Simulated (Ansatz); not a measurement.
# C2H10N2Si2: the cost of one run

Program: Ansatz 0.2.0. Level of theory: RKS LDA/6-31G. These are calculated values, not measurements.

1 further run of the same task is left out (it didn't finish).

## 1. The system as given

Bond lengths (14 of 16 bonds, heavy atoms first): N1–Si2 1.726 Å, Si2–C3 1.881 Å, C3–N4 1.441 Å, N4–C5 1.503 Å, Si2–Si6 2.350 Å, C5–Si6 1.894 Å, N1–H7 1.023 Å, N1–H8 1.018 Å, Si2–H9 1.529 Å, C3–H10 1.109 Å, C3–H11 1.124 Å, N4–H12 0.966 Å, C5–H13 1.122 Å, C5–H14 1.108 Å. Angles (14 of 30 angles, heavy atoms first): N1–Si2–C3 111.3°, N1–Si2–Si6 116.2°, C3–Si2–Si6 90.3°, Si2–C3–N4 113.1°, C3–N4–C5 110.6°, N4–C5–Si6 111.4°, Si2–Si6–C5 91.8°, N1–Si2–H9 109.5°, C3–Si2–H9 114.8°, Si6–Si2–H9 113.8°, Si2–N1–H7 106.4°, Si2–N1–H8 105.7°, Si2–C3–H10 109.7°, Si2–C3–H11 109.5°.

Coordinates:

```xyz
16

N    -0.6919   -2.3115    0.9141
Si   -0.1083   -0.7045    1.1538
C     1.3717   -0.3446    0.0506
N     1.0011    0.1686   -1.2442
C     0.0961    1.3598   -1.1008
Si   -1.3256    1.0084    0.1008
H    -0.7874   -2.4355   -0.0965
H    -1.6491   -2.3117    1.2614
H     0.1293   -0.4651    2.6449
H     1.9850   -1.2618   -0.0628
H     2.0495    0.3925    0.5620
H     1.7504    0.3817   -1.8157
H    -0.3517    1.6927   -2.0740
H     0.6773    2.2058   -0.6831
H    -2.5320    0.4234   -0.5770
H    -1.6373    2.1791    1.0107
```

## 2. End point A

Input file input.yaml:

```yaml
crystal:
  periodic: [false, false, false]
  atoms:
    - { symbol: "N", position_ang: [-0.6919, -2.3115, 0.9141] }
    - { symbol: Si, position_ang: [-0.1083, -0.7045, 1.1538] }
    - { symbol: C, position_ang: [1.3717, -0.3446, 0.0506] }
    - { symbol: "N", position_ang: [1.0011, 0.1686, -1.2442] }
    - { symbol: C, position_ang: [0.0961, 1.3598, -1.1008] }
    - { symbol: Si, position_ang: [-1.3256, 1.0084, 0.1008] }
    - { symbol: H, position_ang: [-0.7874, -2.4355, -0.0965] }
    - { symbol: H, position_ang: [-1.6491, -2.3117, 1.2614] }
    - { symbol: H, position_ang: [0.1293, -0.4651, 2.6449] }
    - { symbol: H, position_ang: [1.985, -1.2618, -0.0628] }
    - { symbol: H, position_ang: [2.0495, 0.3925, 0.562] }
    - { symbol: H, position_ang: [1.7504, 0.3817, -1.8157] }
    - { symbol: H, position_ang: [-0.3517, 1.6927, -2.074] }
    - { symbol: H, position_ang: [0.6773, 2.2058, -0.6831] }
    - { symbol: H, position_ang: [-2.532, 0.4234, -0.577] }
    - { symbol: H, position_ang: [-1.6373, 2.1791, 1.0107] }
basis:
  gaussian: { orbitals: "6-31G" }
hamiltonian:
  xc: lda
relax:
  f_tol: 0.02
  max_steps: 50
```

Command:

```bash
$ ansatz run input.yaml --threads 2 --pin off --max-ram 3072MiB --backend cpu --events-out ev --progress --plain --runs-dir out
```

Q: Estimate wall time and peak memory on 2 threads of Intel Xeon Platinum 8488C (Sapphire Rapids), shared host.

About 43 s, with a peak of 0.17 GiB.
